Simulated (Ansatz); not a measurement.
# Rh: the cost of one run

Method: DFT PBEsol, scalar-relativistic, plane waves, PAW, in Ansatz 0.2.0.

16 further runs of the same task are left out: 16 set aside as unsound or not needed.

## Step 1: The starting structure

The structure is hexagonal, space group P6_3/mmc (No. 194). The conventional cell has a = 2.689 Å, b = 2.689 Å, c = 4.329 Å, α = 90.00°, β = 90.00°, γ = 120.00°. Rh (site symmetry -6m2) has 12 Rh at 2.66 to 2.69 Å as nearest neighbours.

Structure file:

```cif
data_structure
_symmetry_space_group_name_H-M 'P6_3/mmc'
_symmetry_Int_Tables_number 194
_cell_length_a 2.6888
_cell_length_b 2.6888
_cell_length_c 4.3294
_cell_angle_alpha 90.000
_cell_angle_beta 90.000
_cell_angle_gamma 120.000
_cell_volume 27.11
loop_
_atom_site_label
_atom_site_type_symbol
_atom_site_symmetry_multiplicity
_atom_site_Wyckoff_symbol
_atom_site_fract_x
_atom_site_fract_y
_atom_site_fract_z
_atom_site_occupancy
Rh1 Rh 2 c 0.66667 0.33333 0.75000 1
```

It goes back to an entry of the Materials Project, which need not be the stable form.

It is the result of an earlier relaxation at this level (volume 13.55 Å³/atom; gap on the mesh: none (metal)).

## Step 2: What is varied

The energy is mapped over volume and the cell's shape.

- volume per atom: 7 values from 11.93 to 15.18 Å³
- c/a of the conventional cell: 7 values from 1.427 to 1.817

Nothing else is relaxed (symmetry fixes all fractional coordinates). Energies count from the relaxed crystal. Points are written as (first, second).

## Step 3: Point (11.93 Å³, 1.427)

File input.yaml:

```yaml
crystal:
  lattice:
    - [2.6823487872, 0.0, 0.0]
    - [-1.3411743936, 2.3229821916, 0.0]
    - [0.0, 0.0, 3.8282481891]
  atoms:
    - { symbol: Rh, position: [0.6666666667, 0.3333333333, 0.75] }
    - { symbol: Rh, position: [0.3333333333, 0.6666666667, 0.25] }
basis:
  ecutwfc: 420
kpoints:
  mp_grid: { grid: [21, 21, 12] }
hamiltonian:
  xc: pbesol
  pseudopotentials: { kind: paw, azcp: { folder: soft_1 } }
scf:
  occupations: { method: gaussian, width: 0.15 }
output:
  forces: true
  stress: true
  eigenvalues: true
```

Command:

```console
$ ansatz run input.yaml --threads 1 --pin off --max-ram 2048MiB --backend cpu --events-out ev --progress --plain --runs-dir out
```

Q: Estimate wall time and peak memory on 1 thread of Arm Neoverse N1, shared host.

About 13 s, with a peak of 0.39 GiB.
